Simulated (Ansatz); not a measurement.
# Cd3TeSe2: the cost of one run

Method: DFT PBE, scalar-relativistic, plane waves, PAW, in Ansatz 0.2.0.

1 further run of the same task is left out (it didn't finish).

### Step 1. The system as given

Symmetry: P6/mmm, No. 191, hexagonal system. Conventional cell: a = 6.286 Å, b = 6.286 Å, c = 4.877 Å, α = 90.00°, β = 90.00°, γ = 120.00°. Cd (site symmetry mmm) is surrounded by 4 Se at 3.04 Å and 4 Cd at 3.14 Å and 4 Te at 3.98 Å. Te (site symmetry 6/mmm) has 6 Se at 3.63 Å and 12 Cd at 3.98 Å as nearest neighbours. Se (site symmetry -6m2) has 6 Cd at 3.04 Å as nearest neighbours.

Structure file:

```
CELL_PARAMETERS angstrom
6.28597 0.00000 0.00000
-3.14298 5.44381 0.00000
0.00000 0.00000 4.87692
ATOMIC_POSITIONS crystal
Cd 0.50000 0.00000 0.50000
Cd 0.50000 0.50000 0.50000
Cd 0.00000 0.50000 0.50000
Te 0.00000 0.00000 0.00000
Se 0.33333 0.66667 0.00000
Se 0.66667 0.33333 0.00000
```

A structure generator made this guess: species swapped into a database cell of SmAl3Pd2 (P6/mmm, No. 191), with Te on the Sm sites, Cd on the Al sites and Se on the Pd sites. Its size is a rough estimate.

### Step 2. A first look at the guess

File input.yaml:

```yaml
crystal:
  lattice:
    - [6.28596633, 0.0, 0.0]
    - [-3.14298316, 5.44380653, 0.0]
    - [0.0, 0.0, 4.87691638]
  atoms:
    - { symbol: Cd, position: [0.5, 0.0, 0.5] }
    - { symbol: Cd, position: [0.5, 0.5, 0.5] }
    - { symbol: Cd, position: [0.0, 0.5, 0.5] }
    - { symbol: Te, position: [0.0, 0.0, 0.0] }
    - { symbol: Se, position: [0.33333333, 0.66666667, 0.0] }
    - { symbol: Se, position: [0.66666667, 0.33333333, 0.0] }
basis:
  ecutwfc: 420
kpoints:
  mp_grid: { grid: [3, 3, 4] }
hamiltonian:
  xc: pbe
scf:
  occupations: { method: gaussian, width: 0.1 }
  lower_state_search: "off"
output:
  forces: true
  stress: true
  eigenvalues: true
```

Run with:

```bash
$ ansatz run input.yaml --threads 1 --pin off --max-ram 2560MiB --backend cpu --events-out ev --progress --plain --runs-dir out
```

Q: Estimate wall time and peak memory on 1 thread of Arm Neoverse V2, shared host.

About 5.5 s, with a peak of 0.45 GiB.
